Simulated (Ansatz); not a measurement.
**C₅HF₈GaO₂: basis-set convergence**

The task here is to estimate one member of a computed series from the others.

Computed with Ansatz 0.2.0, Gaussian basis. Level: one geometry, several basis sets.

The runs, in order: PBE0-D4/def2-SVP; ωB97M-V/def2-SVP; PBE0-D4/def2-QZVPP; ωB97M-V/def2-QZVPP; the functionals' def2-TZVPP values are taken from earlier runs.

## The geometry

The geometry comes from an earlier relaxation with PBE0-D4 in a triple-zeta def2 set; it is a stationary point, not always the lowest conformer.

SMILES `FC(F)(F)C1=CC(C(F)(F)F)=[O+][Ga-]([F])([F])[O]1`, 17 atoms, charge 0, spin multiplicity 1.

Atoms are counted from 1 here; the program's logs count them from 0.

Bond lengths: F1–C2 1.330 Å, C2–F3 1.328 Å, C2–F4 1.328 Å, C2–C5 1.538 Å, C5–C6 1.388 Å, C5–O16 1.261 Å, C6–C7 1.388 Å, C6–H17 1.077 Å, C7–C8 1.538 Å, C7–O12 1.261 Å, C8–F9 1.328 Å, C8–F10 1.330 Å, C8–F11 1.328 Å, O12–Ga13 1.905 Å, Ga13–F14 1.736 Å, Ga13–F15 1.736 Å, Ga13–O16 1.905 Å. Angles: F1–C2–F3 108.4°, F1–C2–F4 108.5°, F1–C2–C5 111.9°, F3–C2–F4 108.8°, F3–C2–C5 109.6°, F4–C2–C5 109.6°, C2–C5–C6 119.4°, C2–C5–O16 112.9°, C6–C5–O16 127.7°, C5–C6–C7 121.7°, C5–C6–H17 119.1°, C7–C6–H17 119.1°, C6–C7–C8 119.4°, C6–C7–O12 127.7°, C8–C7–O12 112.9°, C7–C8–F9 109.6°, C7–C8–F10 111.9°, C7–C8–F11 109.6° and more.

The first run:

The input, in.yaml:

```yaml
crystal:
  periodic: [false, false, false]
  atoms:
    - {symbol: F, position_ang: [-0.355505, 3.169110, 0.016837]}
    - {symbol: C, position_ang: [-1.337321, 2.308480, -0.237179]}
    - {symbol: F, position_ang: [-2.303631, 2.498844, 0.652973]}
    - {symbol: F, position_ang: [-1.815767, 2.562631, -1.449103]}
    - {symbol: C, position_ang: [-0.853110, 0.850754, -0.169205]}
    - {symbol: C, position_ang: [0.476238, 0.586676, 0.131686]}
    - {symbol: C, position_ang: [0.964804, -0.710824, 0.204481]}
    - {symbol: C, position_ang: [2.447334, -0.942345, 0.539933]}
    - {symbol: F, position_ang: [2.545312, -1.666616, 1.648181]}
    - {symbol: F, position_ang: [3.097874, 0.202708, 0.726486]}
    - {symbol: F, position_ang: [3.031366, -1.600263, -0.454257]}
    - {symbol: O, position_ang: [0.329974, -1.785136, 0.023778]}
    - {symbol: Ga, position_ang: [-1.524176, -1.870989, -0.406673]}
    - {symbol: F, position_ang: [-2.390573, -2.559936, 0.930670]}
    - {symbol: F, position_ang: [-1.708501, -2.472473, -2.024742]}
    - {symbol: O, position_ang: [-1.769927, 0.018520, -0.407286]}
    - {symbol: H, position_ang: [1.146507, 1.410459, 0.313619]}
basis:
  gaussian: {orbitals: def2-SVP}
hamiltonian: {xc: pbe0, dispersion: d4}
output: {orbitals: {seedname: orbitals}}
```

Launch:

```console
$ ansatz run in.yaml --threads 11 --pin off --events-out ev --progress --plain --max-ram 174080MiB --backend cpu
```

Steps of the session up to this table: PBE0-D4 in def2-SVP; ωB97M-V in def2-SVP; PBE0-D4 in def2-QZVPP; ωB97M-V in def2-QZVPP.

One table of the session follows, with a row left open; its other results are not shown here.

It belongs to the step «Density functionals: the series». 

| functional | basis | HOMO (eV) | LUMO (eV) |
| --- | --- | --- | --- |
| PBE0-D4 | def2-SVP | -9.18 | -3.88 |
| PBE0-D4 | def2-TZVPP | -9.18 | -3.94 |
| PBE0-D4 | def2-QZVPP | -9.21 | -3.97 |
| ωB97M-V | def2-SVP | -11.25 | -1.71 |
| ωB97M-V | def2-TZVPP | -11.28 | -1.80 |
| ωB97M-V | def2-QZVPP | ? | ? |

Q: Estimate the row for ωB97M-V, def2-QZVPP from the others.

As computed: HOMO (eV): -11.31; LUMO (eV): -1.84. In the column «HOMO (eV)» it is the lowest.
